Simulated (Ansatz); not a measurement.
# CH₅BN₂: small, medium and large basis sets

One table from this session's results is given with a row withheld; the runs are named, their logs left out.

Program: Ansatz 0.2.0, Gaussian basis. Level of theory: one geometry, several basis sets. These are calculated values, not measurements.

Levels to be run: PBE0-D4/def2-SVP; ωB97M-V/def2-SVP; PBE0-D4/def2-QZVPP; ωB97M-V/def2-QZVPP; the functionals' def2-TZVPP values are taken from earlier runs.

### The relaxed structure

All runs share one geometry, relaxed beforehand with PBE0-D4 in a triple-zeta def2 set.

9 atoms, charge 0, spin multiplicity 1.

Atoms are counted from 1 here; the program's logs count them from 0.

Bond lengths: B1–C2 1.569 Å, B1–N3 1.603 Å, B1–H5 1.205 Å, B1–H6 1.201 Å, C2–N3 1.283 Å, C2–N4 1.319 Å, N3–H7 1.010 Å, N4–H8 1.003 Å, N4–H9 1.008 Å. Angles: C2–B1–N3 47.7°, C2–B1–H5 116.7°, C2–B1–H6 119.9°, N3–B1–H5 117.5°, N3–B1–H6 115.3°, H5–B1–H6 119.6°, B1–C2–N3 67.5°, B1–C2–N4 157.8°, N3–C2–N4 133.7°, B1–N3–C2 64.8°, B1–N3–H7 153.9°, C2–N3–H7 131.7°, C2–N4–H8 119.7°, C2–N4–H9 122.3°, H8–N4–H9 118.0°.

The first run:

Input file in.yaml:

```yaml
crystal:
  periodic: [false, false, false]
  atoms:
    - {symbol: B, position_ang: [-0.105127, 1.362564, 0.037098]}
    - {symbol: C, position_ang: [-0.091045, -0.198636, -0.120556]}
    - {symbol: N, position_ang: [1.084196, 0.288359, 0.043706]}
    - {symbol: N, position_ang: [-0.572142, -1.426668, -0.158210]}
    - {symbol: H, position_ang: [-0.470548, 1.795944, 1.100336]}
    - {symbol: H, position_ang: [-0.158239, 2.062055, -0.937630]}
    - {symbol: H, position_ang: [1.936407, -0.119415, 0.400314]}
    - {symbol: H, position_ang: [-1.554506, -1.571530, -0.302001]}
    - {symbol: H, position_ang: [0.019505, -2.238974, -0.080157]}
basis:
  gaussian: {orbitals: def2-SVP}
hamiltonian: {xc: pbe0, dispersion: d4}
output: {orbitals: {seedname: orbitals}}
```

On the command line:

```bash
$ ansatz run in.yaml --threads 2 --pin off --events-out ev --progress --plain --max-ram 4352MiB
```

Among the steps run: PBE0-D4 in def2-SVP; ωB97M-V in def2-SVP; PBE0-D4 in def2-QZVPP; ωB97M-V in def2-QZVPP.

One table of the session follows, with a row left open; its other results are not shown here.

| functional | basis | HOMO (eV) | LUMO (eV) |
| --- | --- | --- | --- |
| PBE0-D4 | def2-SVP | -6.86 | 0.76 |
| PBE0-D4 | def2-TZVPP | -7.02 | 0.40 |
| PBE0-D4 | def2-QZVPP | -7.06 | 0.09 |
| ωB97M-V | def2-SVP | ? | ? |
| ωB97M-V | def2-TZVPP | -9.32 | 1.84 |
| ωB97M-V | def2-QZVPP | -9.35 | 1.19 |

**Question.** Estimate the row for ωB97M-V, def2-SVP.

The run gave: HOMO (eV): -9.13; LUMO (eV): 2.83. In the column «HOMO (eV)» it lies between ωB97M-V, def2-TZVPP (-9.32) and PBE0-D4, def2-QZVPP (-7.06).
